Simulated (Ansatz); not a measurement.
**Nb: the crystal squeezed far**

The task here is to estimate one member of a computed series from the others.

Program: Ansatz 0.2.0. Level of theory: DFT, PBE, PAW with Ansatz's default frozen-core files, scalar-relativistic. These are calculated values, not measurements.

## The structure to begin with

The structure is cubic, space group Im-3m (No. 229). The conventional cell has a = 3.310 Å, b = 3.310 Å, c = 3.310 Å, α = 90.00°, β = 90.00°, γ = 90.00°. Nb (site symmetry m-3m) is surrounded by 8 Nb at 2.87 Å.

Coordinates:

```xyz
1
Lattice="-1.6548 1.6548 1.6548 1.6548 -1.6548 1.6548 1.6548 1.6548 -1.6548" Properties=species:S:1:pos:R:3 pbc="T T T"
Nb    0.0000    0.0000    0.0000
```

Whether this phase is the stable one at these pressures isn't tested.

The first run:

input.yaml reads:

```yaml
crystal:
  lattice:
    - [-1.6548069191, 1.6548069191, 1.6548069191]
    - [1.6548069191, -1.6548069191, 1.6548069191]
    - [1.6548069191, 1.6548069191, -1.6548069191]
  atoms:
    - { symbol: Nb, position: [0.0, 0.0, 0.0] }
kpoints:
  mp_grid: { grid: [16, 16, 16] }
scf:
  occupations: { method: fermi_dirac, width: 0.05 }
hamiltonian:
  xc: pbe
  pseudopotentials: { kind: paw }
output:
  forces: true
  stress: true
relax:
  f_tol: 0.005
  max_steps: 40
  cell: {}
```

On the command line:

```sh
$ ansatz run input.yaml --threads 1 --pin off --max-ram 2048MiB --backend cpu --events-out ev --progress --plain --runs-dir out
```

Among the steps run: Cell relaxed at zero pressure, PAW; Volume scaled by 1, PAW; Volume scaled by 0.9, PAW; Volume scaled by 0.8, PAW; Volume scaled by 0.7, PAW; Volume scaled by 0.6, PAW; Volume scaled by 0.5, PAW; Volume scaled by 0.4, PAW; Volume scaled by 0.4, PAW (cutoff 800 eV).

One of the session's tables, all rows but one given; the rest of the session is left out.

```
             method  volume over the first  volume (Å³/atom)  pressure (GPa)
                PAW                      1            18.115            0.00
                PAW                    0.9                 ?               ?
                PAW                    0.8            14.492           57.49
                PAW                    0.7            12.680          114.81
                PAW                    0.6            10.869          222.31
                PAW                    0.5             9.057          429.16
                PAW                    0.4             7.246          872.20
PAW (cutoff 800 eV)                    0.4             7.246          872.16
```

Q: Estimate the row for PAW, 0.9 from the others.

The run gave: volume (Å³/atom): 16.303; pressure (GPa): 22.16. In the column «volume (Å³/atom)» it lies between PAW, 0.8 (14.492) and PAW, 1 (18.115).

To keep in mind: At pressures up to 872 GPa the PAW spheres may overlap and frozen cores may not hold, so those PAW values are rough without an all-electron check.
